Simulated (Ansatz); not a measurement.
**C5H12N2Sn: up Jacob's ladder to CCSD(T)**

How much do the methods differ for C5H12N2Sn? The plan is to run it at one geometry with functionals of several rungs and with coupled cluster, and see how far each lands from CCSD(T) at the basis-set limit for the atomisation energy.

Computed with Ansatz 0.2.0, Gaussian basis. Level: functionals in def2-TZVPP, the program's frozen cores in correlated methods.

Plan: LDA (SPW92), PBE-D4, revPBE-D4, BLYP-D4, r2SCAN-D4, B97M-V, PBE0-D4, B3LYP-D4, r2SCANh-D4, r2SCAN0-D4, HSE06-D4, BHLYP-D4, CAM-B3LYP-D4, LC-ωPBE, ωB97X-V, ωB97M-V, B2PLYP, PBE-QIDH; CCSD(T)/def2-SVP; CCSD(T)/def2-TZVPP; MP2/def2-QZVPP; extrapolation to the limit; RPA on PBE.

## (1) The geometry

An earlier PBE0-D4 in a triple-zeta def2 set relaxation fixed the geometry. Sn takes the def2 core potential; no spin-orbit term is included.

SMILES `CC1=[N+](C)[Sn-]([CH3])[N]1C`, 20 atoms, charge 0, spin multiplicity 1.

Atoms are counted from 1 here; the program's logs count them from 0.

Bond lengths: C1–C2 1.494 Å, C1–H9 1.088 Å, C1–H10 1.093 Å, C1–H11 1.093 Å, C2–N3 1.321 Å, C2–N7 1.320 Å, N3–C4 1.432 Å, N3–Sn5 2.220 Å, C4–H12 1.098 Å, C4–H13 1.098 Å, C4–H14 1.091 Å, Sn5–C6 2.197 Å, Sn5–N7 2.222 Å, C6–H15 1.094 Å, C6–H16 1.094 Å, C6–H17 1.091 Å, N7–C8 1.433 Å, C8–H18 1.098 Å and more. Angles: C2–C1–H9 111.9°, C2–C1–H10 110.1°, C2–C1–H11 110.1°, H9–C1–H10 108.8°, H9–C1–H11 108.7°, H10–C1–H11 107.1°, C1–C2–N3 122.7°, C1–C2–N7 124.7°, N3–C2–N7 112.6°, C2–N3–C4 123.4°, C2–N3–Sn5 94.0°, C4–N3–Sn5 142.1°, N3–C4–H12 113.0°, N3–C4–H13 112.5°, N3–C4–H14 109.2°, H12–C4–H13 107.6°, H12–C4–H14 107.2°, H13–C4–H14 107.1° and more.

## (2) LDA

This LDA is Slater exchange with PW92 correlation.

in.yaml reads:

```yaml
crystal:
  periodic: [false, false, false]
  atoms:
    - {symbol: C, position_ang: [1.960284, -0.251589, -0.446842]}
    - {symbol: C, position_ang: [0.520420, -0.375381, -0.068930]}
    - {symbol: N, position_ang: [-0.436573, -0.569849, -0.958874]}
    - {symbol: C, position_ang: [-0.189664, -0.718149, -2.361956]}
    - {symbol: Sn, position_ang: [-2.027844, -0.794366, 0.573312]}
    - {symbol: C, position_ang: [-2.595476, 1.324861, 0.458589]}
    - {symbol: N, position_ang: [0.060364, -0.318562, 1.166855]}
    - {symbol: C, position_ang: [0.877641, -0.139104, 2.330767]}
    - {symbol: H, position_ang: [2.590855, -0.049061, 0.416493]}
    - {symbol: H, position_ang: [2.090685, 0.553655, -1.173654]}
    - {symbol: H, position_ang: [2.303803, -1.174049, -0.922661]}
    - {symbol: H, position_ang: [0.442300, -1.585229, -2.597335]}
    - {symbol: H, position_ang: [0.286579, 0.168571, -2.800238]}
    - {symbol: H, position_ang: [-1.139124, -0.861490, -2.879744]}
    - {symbol: H, position_ang: [-3.388972, 1.463861, -0.281098]}
    - {symbol: H, position_ang: [-2.979793, 1.664885, 1.424460]}
    - {symbol: H, position_ang: [-1.735057, 1.935427, 0.180218]}
    - {symbol: H, position_ang: [1.630320, -0.928304, 2.453860]}
    - {symbol: H, position_ang: [1.396581, 0.827634, 2.336354]}
    - {symbol: H, position_ang: [0.241073, -0.164260, 3.216624]}
basis:
  gaussian: {orbitals: def2-TZVPP}
hamiltonian: {xc: lda}
output: {orbitals: {seedname: orbitals}}
```

Run with:

```
ansatz run in.yaml --threads 5 --pin off --events-out ev --progress --plain --max-ram 66560MiB --backend cuda --devices 0, --max-vram 37GiB
```

The runs that follow: PBE-D4 (GGA); revPBE-D4 (GGA); BLYP-D4 (GGA); r2SCAN-D4 (meta-GGA); B97M-V (meta-GGA); B3LYP-D4 (hybrid); r2SCANh-D4 (hybrid); r2SCAN0-D4 (hybrid); HSE06-D4 (hybrid); BHLYP-D4 (hybrid); CAM-B3LYP-D4 (range-separated); LC-ωPBE (range-separated); ωB97X-V (range-separated); ωB97M-V (range-separated); B2PLYP (double hybrid); PBE-QIDH (double hybrid); CCSD(T) in def2-SVP; CCSD(T) in def2-TZVPP; MP2 in def2-QZVPP; RPA on PBE orbitals.

Q: Predict the results of all the runs planned. Wanted: atomisation energy, CCSD(T)/CBS; farthest beyond LDA; mean size of error, GGA; mean size of error, meta-GGA; mean size of error, hybrid; mean size of error, range-separated; mean size of error, double hybrid; gap, smallest and largest; T1 diagnostic.

**Answer**, as computed:

| quantity | value |
| --- | --- |
| atomisation energy, CCSD(T)/CBS | 7731.6 kJ/mol |
| functionals within 77.3 kJ/mol (1.0 %) | revPBE-D4, BLYP-D4, r2SCAN-D4, B97M-V, PBE0-D4, B3LYP-D4, r2SCANh-D4, HSE06-D4, CAM-B3LYP-D4, LC-ωPBE, ωB97X-V, ωB97M-V, PBE-QIDH |
| farthest beyond LDA | BHLYP-D4 (-211.7 kJ/mol) |
| mean size of error, GGA | 87.5 kJ/mol |
| mean size of error, meta-GGA | 10.3 kJ/mol |
| mean size of error, hybrid | 84.5 kJ/mol |
| mean size of error, range-separated | 27.8 kJ/mol |
| mean size of error, double hybrid | 60.2 kJ/mol |
| gap, smallest and largest | 3.23 eV (LDA (SPW92)), 9.27 eV (LC-ωPBE) |
| T1 diagnostic | 0.0149 |
| triples share of the correlation energy | 4.1 % |

**Reading.** The LDA atomisation energy is off by 1164.9 kJ/mol (15 %): it overbinds. PBE-D4 misses by +208.1 kJ/mol. Double hybrids carry the basis error of their MP2 part in triple zeta, and no dispersion term here, so their miss is partly the set-up's. The rungs meta-GGA, range-separated, double hybrid miss on average by less than the doubt on the reference (77.3 kJ/mol), so they tie. The reference freezes the cores and leaves out spin-orbit coupling and excitations past (T), and its outer-core shells are covered unevenly, so misses under about 77.3 kJ/mol can't be ranked. All levels share the lack of spin-orbit coupling, which lowers the free heavy atoms and so the true binding. Hartree-Fock recovers 71 % of the binding; the rest is correlation. CCSD(T) in def2-SVP is off by -393.1 kJ/mol, worse than the median functional, from the basis alone. Orbital gaps span 3.2 to 9.3 eV; exact exchange widens them. Correlated methods include outer-core shells of Sn, which these sets cover unevenly.
